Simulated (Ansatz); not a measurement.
# C₂H₇BSe: a ladder of functionals and wavefunction methods

How much do the methods differ for C₂H₇BSe? The plan is to run it at one geometry with functionals of several rungs and with coupled cluster, and see how far each lands from CCSD(T) at the basis-set limit for the atomisation energy.

The runs use Ansatz 0.2.0, Gaussian basis; functionals in def2-TZVPP, the program's frozen cores in correlated methods.

Levels to be run: LDA (SPW92), PBE-D4, revPBE-D4, BLYP-D4, r2SCAN-D4, B97M-V, PBE0-D4, B3LYP-D4, r2SCANh-D4, r2SCAN0-D4, HSE06-D4, BHLYP-D4, CAM-B3LYP-D4, LC-ωPBE, ωB97X-V, ωB97M-V, B2PLYP, PBE-QIDH; CCSD(T)/def2-SVP; CCSD(T)/def2-TZVPP; MP2/def2-QZVPP; extrapolation to the limit; RPA on PBE.

### 1 The relaxed structure

An earlier PBE0-D4 in a triple-zeta def2 set relaxation fixed the geometry.

11 atoms, charge 0, spin multiplicity 1.

Atoms are counted from 1 here; the program's logs count them from 0.

Bond lengths: B1–C2 1.554 Å, B1–Se3 2.193 Å, B1–H5 1.198 Å, B1–H6 1.197 Å, C2–Se3 1.985 Å, C2–H7 1.086 Å, C2–H8 1.087 Å, Se3–C4 1.941 Å, C4–H9 1.089 Å, C4–H10 1.088 Å, C4–H11 1.088 Å. Angles: C2–B1–Se3 61.2°, C2–B1–H5 119.9°, C2–B1–H6 119.0°, Se3–B1–H5 107.5°, Se3–B1–H6 107.9°, H5–B1–H6 120.3°, B1–C2–Se3 75.5°, B1–C2–H7 121.1°, B1–C2–H8 122.3°, Se3–C2–H7 108.1°, Se3–C2–H8 108.2°, H7–C2–H8 112.3°, B1–Se3–C2 43.3°, B1–Se3–C4 100.0°, C2–Se3–C4 98.0°, Se3–C4–H9 107.5°, Se3–C4–H10 109.8°, Se3–C4–H11 108.4° and more.

As a file:

```mol
C2H7BSe
  3D, bonds by distance, orders not assigned

 11 11  0  0  0  0  0  0  0  0999 V2000
   -0.2364    1.4559    0.4858 B   0  0
   -0.7393    0.1425    1.1464 C   0  0
    1.1038   -0.2792    0.5410 Se  0  0
    0.6495   -1.1104   -1.1534 C   0  0
   -0.4876    1.6805   -0.6641 H   0  0
    0.2371    2.3097    1.1789 H   0  0
   -0.7716    0.0353    2.2269 H   0  0
   -1.4256   -0.5339    0.6438 H   0  0
    1.5547   -1.1363   -1.7584 H   0  0
    0.2857   -2.1216   -0.9814 H   0  0
   -0.1049   -0.4996   -1.6446 H   0  0
  1  2  8  0
  1  3  8  0
  1  5  8  0
  1  6  8  0
  2  3  8  0
  2  7  8  0
  2  8  8  0
  3  4  8  0
  4  9  8  0
  4 10  8  0
  4 11  8  0
M  END
```

### 2 LDA

This LDA is Slater exchange with PW92 correlation.

Input file in.yaml:

```yaml
crystal:
  periodic: [false, false, false]
  atoms:
    - {symbol: B, position_ang: [-0.236432, 1.455878, 0.485753]}
    - {symbol: C, position_ang: [-0.739340, 0.142512, 1.146371]}
    - {symbol: Se, position_ang: [1.103761, -0.279216, 0.540973]}
    - {symbol: C, position_ang: [0.649547, -1.110385, -1.153390]}
    - {symbol: H, position_ang: [-0.487624, 1.680516, -0.664112]}
    - {symbol: H, position_ang: [0.237139, 2.309723, 1.178918]}
    - {symbol: H, position_ang: [-0.771559, 0.035268, 2.226865]}
    - {symbol: H, position_ang: [-1.425578, -0.533881, 0.643753]}
    - {symbol: H, position_ang: [1.554704, -1.136334, -1.758435]}
    - {symbol: H, position_ang: [0.285727, -2.121576, -0.981396]}
    - {symbol: H, position_ang: [-0.104946, -0.499606, -1.644600]}
basis:
  gaussian: {orbitals: def2-TZVPP}
hamiltonian: {xc: lda}
output: {orbitals: {seedname: orbitals}}
```

Command:

```
> ansatz run in.yaml --threads 4 --pin off --events-out ev --progress --plain --max-ram 10444MiB
```

After this run come: PBE-D4 (GGA); revPBE-D4 (GGA); BLYP-D4 (GGA); r2SCAN-D4 (meta-GGA); B97M-V (meta-GGA); B3LYP-D4 (hybrid); r2SCANh-D4 (hybrid); r2SCAN0-D4 (hybrid); HSE06-D4 (hybrid); BHLYP-D4 (hybrid); CAM-B3LYP-D4 (range-separated); LC-ωPBE (range-separated); ωB97X-V (range-separated); ωB97M-V (range-separated); B2PLYP (double hybrid); PBE-QIDH (double hybrid); CCSD(T) in def2-SVP; CCSD(T) in def2-TZVPP; MP2 in def2-QZVPP; RPA on PBE orbitals.

Before running them: what should the planned runs give, taken together? Wanted: atomisation energy, CCSD(T)/CBS; farthest beyond LDA; mean size of error, GGA; mean size of error, meta-GGA; mean size of error, hybrid; mean size of error, range-separated; mean size of error, double hybrid; gap, smallest and largest; T1 diagnostic.

The runs gave:

```
                               quantity                                                                                                                                                  value
        atomisation energy, CCSD(T)/CBS                                                                                                                                          3905.3 kJ/mol
 functionals within 39.1 kJ/mol (1.0 %)  revPBE-D4, BLYP-D4, r2SCAN-D4, B97M-V, PBE0-D4, B3LYP-D4, r2SCANh-D4, r2SCAN0-D4, HSE06-D4, CAM-B3LYP-D4, LC-ωPBE, ωB97X-V, ωB97M-V, B2PLYP, PBE-QIDH
                    farthest beyond LDA                                                                                                                                BHLYP-D4 (-80.5 kJ/mol)
                mean size of error, GGA                                                                                                                                            31.3 kJ/mol
           mean size of error, meta-GGA                                                                                                                                            20.7 kJ/mol
             mean size of error, hybrid                                                                                                                                            28.5 kJ/mol
    mean size of error, range-separated                                                                                                                                            10.9 kJ/mol
      mean size of error, double hybrid                                                                                                                                            17.8 kJ/mol
              gap, smallest and largest                                                                                                                  5.06 eV (BLYP-D4), 11.94 eV (LC-ωPBE)
                          T1 diagnostic                                                                                                                                                 0.0104
triples share of the correlation energy                                                                                                                                                  3.9 %
```

What this shows: The LDA atomisation energy is off by 534.8 kJ/mol (14 %): it overbinds. PBE-D4 is off by +75.9 kJ/mol. Double hybrids carry the basis error of their MP2 part in triple zeta, and no dispersion term here, so their miss is partly the set-up's. The rungs range-separated, double hybrid, meta-GGA, hybrid, GGA miss on average by less than the doubt on the reference (39.1 kJ/mol), so they tie. The reference freezes the cores and leaves out relativity and excitations past (T), and its outer-core shells are covered unevenly, so misses under about 39.1 kJ/mol can't be ranked. All levels share the lack of spin-orbit coupling, which lowers the free heavy atoms and so the true binding. Hartree-Fock recovers 75 % of the binding; the rest is correlation. CCSD(T) in def2-SVP is off by -193.3 kJ/mol, more than most functionals: a good method in a small basis is no reference. The gap grows from 5.1 to 11.9 eV across the functionals, mostly with the share of exact exchange. Correlated methods include outer-core shells of Se, which these sets cover unevenly.
